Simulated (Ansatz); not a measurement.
# CH₈SSi₂: a ladder of functionals and wavefunction methods

An exercise on one series of results from a longer session: the logs are not shown, and one member is left open.

Program: Ansatz 0.2.0, Gaussian basis. Level of theory: functionals in def2-TZVPP, the program's frozen cores in correlated methods. These are calculated values, not measurements.

Levels to be run: LDA (SPW92), PBE-D4, revPBE-D4, BLYP-D4, r2SCAN-D4, B97M-V, PBE0-D4, B3LYP-D4, r2SCANh-D4, r2SCAN0-D4, HSE06-D4, BHLYP-D4, CAM-B3LYP-D4, LC-ωPBE, ωB97X-V, ωB97M-V, B2PLYP, PBE-QIDH; CCSD(T)/def2-SVP; CCSD(T)/def2-TZVPP; MP2/def2-QZVPP; extrapolation to the limit; RPA on PBE.

### The geometry

The geometry comes from an earlier relaxation with PBE0-D4 in a triple-zeta def2 set; it is a stationary point, not always the lowest conformer.

SMILES `[SiH3]CS[SiH3]`, 12 atoms, charge 0, spin multiplicity 1.

Atoms are counted from 1 here; the program's logs count them from 0.

Bond lengths: Si1–C2 1.881 Å, Si1–H5 1.484 Å, Si1–H6 1.484 Å, Si1–H7 1.490 Å, C2–S3 1.829 Å, C2–H8 1.093 Å, C2–H9 1.092 Å, S3–Si4 2.126 Å, Si4–H10 1.483 Å, Si4–H11 1.488 Å, Si4–H12 1.486 Å. Angles: C2–Si1–H5 109.8°, C2–Si1–H6 109.1°, C2–Si1–H7 110.2°, H5–Si1–H6 109.6°, H5–Si1–H7 109.0°, H6–Si1–H7 109.2°, Si1–C2–S3 110.8°, Si1–C2–H8 112.4°, Si1–C2–H9 110.3°, S3–C2–H8 110.4°, S3–C2–H9 106.0°, H8–C2–H9 106.7°, C2–S3–Si4 100.5°, S3–Si4–H10 105.6°, S3–Si4–H11 110.1°, S3–Si4–H12 112.5°, H10–Si4–H11 110.6°, H10–Si4–H12 110.0° and more.

As a file:

```xyz
12
charge 0, multiplicity 1
Si   -1.65174    0.82320    0.35250
C    -0.64814   -0.74004    0.64913
S     1.05787   -0.32762    1.16489
Si    2.01758   -0.21738   -0.72946
H    -1.02008    1.63086   -0.72072
H    -1.69932    1.61379    1.60764
H    -3.04015    0.47167   -0.05832
H    -0.63330   -1.39785   -0.22326
H    -1.07978   -1.31673    1.47050
H     3.44766    0.04295   -0.43643
H     1.85914   -1.50454   -1.45881
H     1.46716    0.86658   -1.58388
```

The first run:

Contents of in.yaml:

```yaml
crystal:
  periodic: [false, false, false]
  atoms:
    - {symbol: Si, position_ang: [-1.651739, 0.823204, 0.352503]}
    - {symbol: C, position_ang: [-0.648143, -0.740036, 0.649132]}
    - {symbol: S, position_ang: [1.057870, -0.327624, 1.164894]}
    - {symbol: Si, position_ang: [2.017579, -0.217376, -0.729461]}
    - {symbol: H, position_ang: [-1.020080, 1.630857, -0.720717]}
    - {symbol: H, position_ang: [-1.699316, 1.613786, 1.607645]}
    - {symbol: H, position_ang: [-3.040154, 0.471666, -0.058317]}
    - {symbol: H, position_ang: [-0.633297, -1.397848, -0.223256]}
    - {symbol: H, position_ang: [-1.079782, -1.316727, 1.470504]}
    - {symbol: H, position_ang: [3.447663, 0.042953, -0.436430]}
    - {symbol: H, position_ang: [1.859143, -1.504538, -1.458815]}
    - {symbol: H, position_ang: [1.467156, 0.866582, -1.583880]}
basis:
  gaussian: {orbitals: def2-TZVPP}
hamiltonian: {xc: lda}
output: {orbitals: {seedname: orbitals}}
```

Run with:

```bash
> ansatz run in.yaml --threads 4 --pin off --events-out ev --progress --plain --max-ram 10444MiB
```

Among the steps run: LDA; PBE-D4 (GGA); revPBE-D4 (GGA); BLYP-D4 (GGA); r2SCAN-D4 (meta-GGA); B97M-V (meta-GGA); B3LYP-D4 (hybrid); r2SCANh-D4 (hybrid); r2SCAN0-D4 (hybrid); HSE06-D4 (hybrid); BHLYP-D4 (hybrid); CAM-B3LYP-D4 (range-separated); LC-ωPBE (range-separated); ωB97X-V (range-separated); ωB97M-V (range-separated); B2PLYP (double hybrid); PBE-QIDH (double hybrid).

One table of the session follows, with a row left open; its other results are not shown here.

It belongs to the step «Frontier levels by functional». 

| functional | HOMO (eV) | gap (eV) |
| --- | --- | --- |
| LDA (SPW92) | -5.82 | 4.57 |
| PBE-D4 | -5.73 | 4.69 |
| revPBE-D4 | -5.69 | 4.75 |
| BLYP-D4 | -5.57 | 4.68 |
| r2SCAN-D4 | -5.96 | 5.23 |
| B97M-V | -6.15 | 5.21 |
| PBE0-D4 | -6.89 | 6.73 |
| B3LYP-D4 | -6.66 | 6.30 |
| r2SCANh-D4 | -6.39 | 5.98 |
| r2SCAN0-D4 | ? | ? |
| HSE06-D4 | -6.49 | 5.96 |
| BHLYP-D4 | -7.92 | 8.65 |
| CAM-B3LYP-D4 | -8.17 | 9.03 |
| LC-ωPBE | -9.53 | 11.54 |
| ωB97X-V | -9.19 | 11.05 |
| ωB97M-V | -9.04 | 10.60 |

**Question.** Estimate the row for r2SCAN0-D4.

Worked estimate for «HOMO (eV)». Against the share of exact exchange, r2SCAN-D4 (0, -5.96), r2SCANh-D4 (0.1, -6.39) give a slope of -4.30 per unit share; at 0.25 the line stands at -7.03.

The run gave: HOMO (eV): -7.04; gap (eV): 7.08. In «HOMO (eV)» the line misses by +0.01.
